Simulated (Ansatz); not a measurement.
# TiO+ (quartet): the correlation ladder, def2-SVP

The task here is to estimate one member of a computed series from the others.

Computed with Ansatz 0.2.0, Gaussian basis. Level: def2-SVP, core rule «outside noble gas», up to 10 orbitals frozen.

Plan: UHF; CCSD(T) on ROHF; CCSD(T) on UHF; CISD; CCSDT(Q) on ROHF; CCSDT(Q) on UHF; CCSDTQ on ROHF.

17 further runs of the same task are left out: 12 for a known fault of the program, 5 set aside as unsound or not needed.

### The system

The geometry is a PBE0/def2-TZVP stationary point (not a proven minimum) of the parent state, kept for this charge and spin.

2 atoms, charge 1, spin multiplicity 4.

Atoms are counted from 1 here; the program's logs count them from 0.

Bond lengths: Ti1–O2 1.899 Å.

As a file:

```xyz
2
charge 1, multiplicity 4
Ti    0.00000    0.00000    0.00000
O     0.00000    0.00000    1.89940
```

The first run:

in.yaml reads:

```yaml
crystal:
  periodic: [false, false, false]
  atoms:
    - {symbol: Ti, position_ang: [0.000000, 0.000000, 0.000000]}
    - {symbol: O, position_ang: [0.000000, 0.000000, 1.899400]}
basis:
  gaussian: {orbitals: def2-SVP}
total_charge: 1
magnetization: {spin_polarized: true, initial_magnetization: 3}
hamiltonian: {xc: hf}
output: {orbitals: {seedname: orbitals}}
```

On the command line:

```
$ ansatz run in.yaml --threads 1 --pin off --events-out ev --progress --plain --max-ram 4096MiB --backend cpu
```

Among the steps run: UHF; CCSD(T) on ROHF; CCSD(T) on UHF; CISD; CCSDT(Q) on ROHF; CCSDT(Q) on UHF; CCSDTQ on ROHF.

One of the session's tables, all rows but one given; the rest of the session is left out.

```
   method  from RCCSDT(Q) (meV)
     RMP2                     ?
     UMP2                +831.3
    RCCSD                +382.5
    UCCSD                +324.1
 RCCSD(T)                +189.7
 UCCSD(T)                +137.4
   RCCSDT                 +66.4
   UCCSDT                 +36.6
RCCSDT(Q)                     0
UCCSDT(Q)                 -24.1
  RCCSDTQ                  +4.9
```

Estimate the missing values for RMP2.

**Answer.** from RCCSDT(Q) (meV): +896.3. In the column «from RCCSDT(Q) (meV)» it is the highest.

Not comparable, so not listed: CISD (they don't share determinant, frozen orbitals or solution with the rows shown, or repeat one).

Limits of these values: The report flags that the cluster equations may have other roots. Left out of the table: ROHF, UHF (another determinant or state than the rows shown). The program flags RCCSDTQ as in doubt, so those rows may rest on another solution; read them beside their warnings. Warnings: coupled cluster took another determinant than the lowest. Restricted and unrestricted rows rest on different reference determinants; where their highest levels disagree by more than a few hundredths of an eV, they describe different states and don't form one ladder.
